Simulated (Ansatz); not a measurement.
# CH5ClFNSi2: up Jacob's ladder to CCSD(T)

The task here is to estimate one member of a computed series from the others.

The runs use Ansatz 0.2.0, Gaussian basis; functionals in def2-TZVPP, the program's frozen cores in correlated methods.

The runs, in order: LDA (SPW92), PBE-D4, revPBE-D4, BLYP-D4, r2SCAN-D4, B97M-V, PBE0-D4, B3LYP-D4, r2SCANh-D4, r2SCAN0-D4, HSE06-D4, BHLYP-D4, CAM-B3LYP-D4, LC-ωPBE, ωB97X-V, ωB97M-V, B2PLYP, PBE-QIDH; CCSD(T)/def2-SVP; CCSD(T)/def2-TZVPP; MP2/def2-QZVPP; extrapolation to the limit; RPA on PBE.

## Structure used throughout

All runs share one geometry, relaxed beforehand with PBE0-D4 in a triple-zeta def2 set.

11 atoms, charge 0, spin multiplicity 1.

Atoms are counted from 1 here; the program's logs count them from 0.

Bond lengths: F1–C2 1.390 Å, C2–Si3 1.890 Å, C2–H7 1.096 Å, C2–H8 1.096 Å, Si3–N4 1.739 Å, Si3–H9 1.488 Å, Si3–H11 1.483 Å, N4–Si5 1.718 Å, N4–H10 1.014 Å, Si5–Cl6 2.107 Å. Angles: F1–C2–Si3 110.3°, F1–C2–H7 108.2°, F1–C2–H8 108.4°, Si3–C2–H7 111.6°, Si3–C2–H8 110.8°, H7–C2–H8 107.4°, C2–Si3–N4 111.6°, C2–Si3–H9 107.0°, C2–Si3–H11 109.9°, N4–Si3–H9 110.9°, N4–Si3–H11 106.4°, H9–Si3–H11 111.1°, Si3–N4–Si5 124.7°, Si3–N4–H10 117.3°, Si5–N4–H10 117.9°, N4–Si5–Cl6 98.8°.

Geometry (Å):

```xyz
11

F    -1.6663   -1.0684    1.1508
C    -1.3146   -1.1765   -0.1895
Si   -0.3553    0.3556   -0.7399
N     1.1053    0.5631    0.1811
Si    1.3567    1.7947    1.3517
Cl    3.2776    1.2299    2.0071
H    -0.7228   -2.0906   -0.3151
H    -2.2314   -1.2951   -0.7792
H    -0.0513    0.1825   -2.1859
H     1.8398   -0.1235    0.0486
H    -1.1722    1.5713   -0.5091
```

The first run:

File in.yaml:

```yaml
crystal:
  periodic: [false, false, false]
  atoms:
    - {symbol: F, position_ang: [-1.666334, -1.068439, 1.150811]}
    - {symbol: C, position_ang: [-1.314612, -1.176532, -0.189504]}
    - {symbol: Si, position_ang: [-0.355263, 0.355598, -0.739861]}
    - {symbol: N, position_ang: [1.105252, 0.563051, 0.181131]}
    - {symbol: Si, position_ang: [1.356651, 1.794706, 1.351675]}
    - {symbol: Cl, position_ang: [3.277572, 1.229941, 2.007055]}
    - {symbol: H, position_ang: [-0.722791, -2.090602, -0.315060]}
    - {symbol: H, position_ang: [-2.231355, -1.295085, -0.779194]}
    - {symbol: H, position_ang: [-0.051294, 0.182464, -2.185882]}
    - {symbol: H, position_ang: [1.839775, -0.123458, 0.048582]}
    - {symbol: H, position_ang: [-1.172203, 1.571253, -0.509053]}
basis:
  gaussian: {orbitals: def2-TZVPP}
hamiltonian: {xc: lda}
output: {orbitals: {seedname: orbitals}}
```

Among the steps run: LDA; PBE-D4 (GGA); revPBE-D4 (GGA); BLYP-D4 (GGA); r2SCAN-D4 (meta-GGA); B97M-V (meta-GGA); PBE0-D4 (hybrid); B3LYP-D4 (hybrid); r2SCANh-D4 (hybrid); r2SCAN0-D4 (hybrid); HSE06-D4 (hybrid); BHLYP-D4 (hybrid); CAM-B3LYP-D4 (range-separated); LC-ωPBE (range-separated); ωB97X-V (range-separated); ωB97M-V (range-separated); B2PLYP (double hybrid); PBE-QIDH (double hybrid).

One of the session's tables, all rows but one given; the rest of the session is left out.

It belongs to the step «Frontier levels by functional». 

```
  functional  HOMO (eV)  LUMO (eV)  gap (eV)
 LDA (SPW92)      -6.23      -2.74      3.49
      PBE-D4      -6.12      -2.57      3.55
   revPBE-D4      -6.07      -2.50      3.57
     BLYP-D4      -5.99      -2.41      3.58
   r2SCAN-D4      -6.34      -2.49      3.84
      B97M-V      -6.44      -2.45      3.99
     PBE0-D4      -7.22      -1.78      5.44
    B3LYP-D4          ?          ?         ?
  r2SCANh-D4      -6.74      -2.19      4.55
  r2SCAN0-D4      -7.35      -1.73      5.62
    HSE06-D4      -6.82      -2.16      4.67
    BHLYP-D4      -8.21      -0.85      7.36
CAM-B3LYP-D4      -8.51      -0.68      7.84
     LC-ωPBE      -9.80       0.37     10.16
     ωB97X-V      -9.48       0.30      9.78
     ωB97M-V      -9.33       0.20      9.53
```

Estimate the missing values for B3LYP-D4.

Worked estimate for «HOMO (eV)». Against the share of exact exchange, BLYP-D4 (0, -5.99), BHLYP-D4 (0.5, -8.21) give a slope of -4.44 per unit share; at 0.2 the line stands at -6.88.

As computed: HOMO (eV): -7.03; LUMO (eV): -1.94; gap (eV): 5.09. In «HOMO (eV)» the line misses by +0.15.
